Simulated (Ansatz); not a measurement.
# C₂H₃BOS: up Jacob's ladder to CCSD(T)

The task here is to estimate one member of a computed series from the others.

Method: functionals in def2-TZVPP, the program's frozen cores in correlated methods; program: Ansatz 0.2.0, Gaussian basis.

Plan: LDA (SPW92), PBE-D4, revPBE-D4, BLYP-D4, r2SCAN-D4, B97M-V, PBE0-D4, B3LYP-D4, r2SCANh-D4, r2SCAN0-D4, HSE06-D4, BHLYP-D4, CAM-B3LYP-D4, LC-ωPBE, ωB97X-V, ωB97M-V, B2PLYP, PBE-QIDH; CCSD(T)/def2-SVP; CCSD(T)/def2-TZVPP; MP2/def2-QZVPP; extrapolation to the limit; RPA on PBE.

### The relaxed structure

An earlier PBE0-D4 in a triple-zeta def2 set relaxation fixed the geometry.

SMILES `BC(=O)C=S`, 8 atoms, charge 0, spin multiplicity 1.

Atoms are counted from 1 here; the program's logs count them from 0.

Bond lengths: B1–C2 1.534 Å, B1–H6 1.192 Å, B1–H7 1.193 Å, C2–O3 1.240 Å, C2–C4 1.449 Å, C4–S5 1.607 Å, C4–H8 1.093 Å. Angles: C2–B1–H6 117.2°, C2–B1–H7 118.0°, H6–B1–H7 124.3°, B1–C2–O3 75.7°, B1–C2–C4 155.6°, O3–C2–C4 128.7°, C2–C4–S5 120.9°, C2–C4–H8 115.5°, S5–C4–H8 123.2°.

The first run:

The input, in.yaml:

```yaml
crystal:
  periodic: [false, false, false]
  atoms:
    - {symbol: B, position_ang: [0.577566, 1.137071, 0.650393]}
    - {symbol: C, position_ang: [-0.099633, -0.128193, 0.107508]}
    - {symbol: O, position_ang: [0.021939, -0.342011, 1.322542]}
    - {symbol: C, position_ang: [-0.645365, -0.996541, -0.915927]}
    - {symbol: S, position_ang: [0.093053, -2.366097, -1.317234]}
    - {symbol: H, position_ang: [1.767363, 1.180402, 0.603454]}
    - {symbol: H, position_ang: [-0.117613, 2.057414, 0.953663]}
    - {symbol: H, position_ang: [-1.505208, -0.598944, -1.460199]}
basis:
  gaussian: {orbitals: def2-TZVPP}
hamiltonian: {xc: lda}
output: {orbitals: {seedname: orbitals}}
```

Command:

```sh
$ ansatz run in.yaml --threads 2 --pin off --events-out ev --progress --plain --max-ram 4352MiB
```

Steps of the session up to this table: LDA; PBE-D4 (GGA); revPBE-D4 (GGA); BLYP-D4 (GGA); r2SCAN-D4 (meta-GGA); B97M-V (meta-GGA); B3LYP-D4 (hybrid); r2SCANh-D4 (hybrid); r2SCAN0-D4 (hybrid); HSE06-D4 (hybrid); BHLYP-D4 (hybrid); CAM-B3LYP-D4 (range-separated); LC-ωPBE (range-separated); ωB97X-V (range-separated); ωB97M-V (range-separated); B2PLYP (double hybrid); PBE-QIDH (double hybrid).

One of the session's tables, all rows but one given; the rest of the session is left out.

It belongs to the step «Orbital energies across the functionals». 

```
  functional  HOMO (eV)  LUMO (eV)  gap (eV)
 LDA (SPW92)      -6.27      -4.69      1.57
      PBE-D4      -6.13      -4.47      1.66
   revPBE-D4      -6.08      -4.39      1.68
     BLYP-D4      -5.99      -4.31      1.68
   r2SCAN-D4      -6.35      -4.40      1.95
      B97M-V          ?          ?         ?
     PBE0-D4      -7.40      -3.59      3.81
    B3LYP-D4      -7.17      -3.77      3.39
  r2SCANh-D4      -6.83      -4.06      2.76
  r2SCAN0-D4      -7.54      -3.55      3.99
    HSE06-D4      -7.00      -3.97      3.03
    BHLYP-D4      -8.55      -2.51      6.03
CAM-B3LYP-D4      -8.77      -2.43      6.34
     LC-ωPBE     -10.17      -1.34      8.83
     ωB97X-V      -9.79      -1.37      8.42
     ωB97M-V      -9.63      -1.40      8.23
```

**Question.** Estimate the row for B97M-V.

The run gave: HOMO (eV): -6.43; LUMO (eV): -4.31; gap (eV): 2.12. In the column «HOMO (eV)» it lies between r2SCANh-D4 (-6.83) and r2SCAN-D4 (-6.35).
